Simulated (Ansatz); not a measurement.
# C7H8: the cost of one run

Computed with Ansatz 0.2.0 (DFT B3LYP+D3(BJ), Gaussian basis def2-TZVP, and further levels as typed in the inputs, unless a step's input says otherwise).

1 further run of the same task is left out (it didn't finish).

## Step 1: The structure to begin with

Bond lengths (14 of 15 bonds, heavy atoms first): C1–C2 1.500 Å, C2–C3 1.400 Å, C3–C4 1.396 Å, C4–C5 1.394 Å, C5–C6 1.394 Å, C2–C7 1.400 Å, C6–C7 1.396 Å, C1–H8 1.094 Å, C1–H9 1.095 Å, C1–H10 1.095 Å, C3–H11 1.088 Å, C4–H12 1.087 Å, C5–H13 1.087 Å, C6–H14 1.087 Å. Angles (14 of 24 angles, heavy atoms first): C1–C2–C3 120.4°, C1–C2–C7 120.4°, C3–C2–C7 119.1°, C2–C3–C4 120.4°, C3–C4–C5 120.1°, C4–C5–C6 119.9°, C5–C6–C7 120.1°, C2–C7–C6 120.4°, C2–C1–H8 110.0°, C2–C1–H9 110.9°, C2–C1–H10 110.9°, C2–C3–H11 120.3°, C4–C3–H11 119.3°, C3–C4–H12 119.9°.

As a file:

```xyz
15

C    -2.9052   -0.0007    0.0313
C    -1.4058   -0.0003   -0.0067
C    -0.6962    1.2069    0.0042
C     0.6998    1.2066    0.0007
C     1.3977    0.0003   -0.0032
C     0.7003   -1.2063    0.0007
C    -0.6957   -1.2072    0.0042
H    -3.2531   -0.0007    1.0688
H    -3.3090    0.8808   -0.4778
H    -3.3086   -0.8823   -0.4778
H    -1.2274    2.1558    0.0148
H     1.2424    2.1481    0.0039
H     2.4843    0.0006   -0.0051
H     1.2434   -2.1476    0.0039
H    -1.2264   -2.1564    0.0147
```

## Step 2: Relaxing the atoms: C7H8

The input, input.yaml:

```yaml
relax:
  f_tol: 0.001
  max_steps: 200
crystal:
  periodic: [false, false, false]
  atoms:
    - { symbol: C, position_ang: [-2.905163, -0.000673, 0.031282] }
    - { symbol: C, position_ang: [-1.405836, -0.000323, -0.00669] }
    - { symbol: C, position_ang: [-0.696222, 1.206906, 0.004243] }
    - { symbol: C, position_ang: [0.699753, 1.206575, 0.00071] }
    - { symbol: C, position_ang: [1.397661, 0.000318, -0.003214] }
    - { symbol: C, position_ang: [0.700309, -1.206253, 0.000709] }
    - { symbol: C, position_ang: [-0.695664, -1.207224, 0.004243] }
    - { symbol: H, position_ang: [-3.253144, -0.000749, 1.068787] }
    - { symbol: H, position_ang: [-3.309022, 0.880793, -0.477778] }
    - { symbol: H, position_ang: [-3.308622, -0.882318, -0.477784] }
    - { symbol: H, position_ang: [-1.227418, 2.155841, 0.014758] }
    - { symbol: H, position_ang: [1.242381, 2.148127, 0.003931] }
    - { symbol: H, position_ang: [2.484274, 0.000572, -0.005065] }
    - { symbol: H, position_ang: [1.243366, -2.147558, 0.003927] }
    - { symbol: H, position_ang: [-1.226423, -2.156402, 0.014749] }
basis:
  gaussian: { orbitals: def2-TZVP }
hamiltonian:
  xc: { name: B3LYP }
  dispersion: d3bj
```

The run is started by

```sh
ansatz run input.yaml --threads 4 --pin off --max-ram 14336MiB --backend cpu --events-out ev --progress --plain --runs-dir out
```

**Question.** How long does this run take on 4 threads of AMD EPYC 7R13 (Zen 3), shared host, and how much memory does it need?

About 34 s, with a peak of 0.91 GiB.
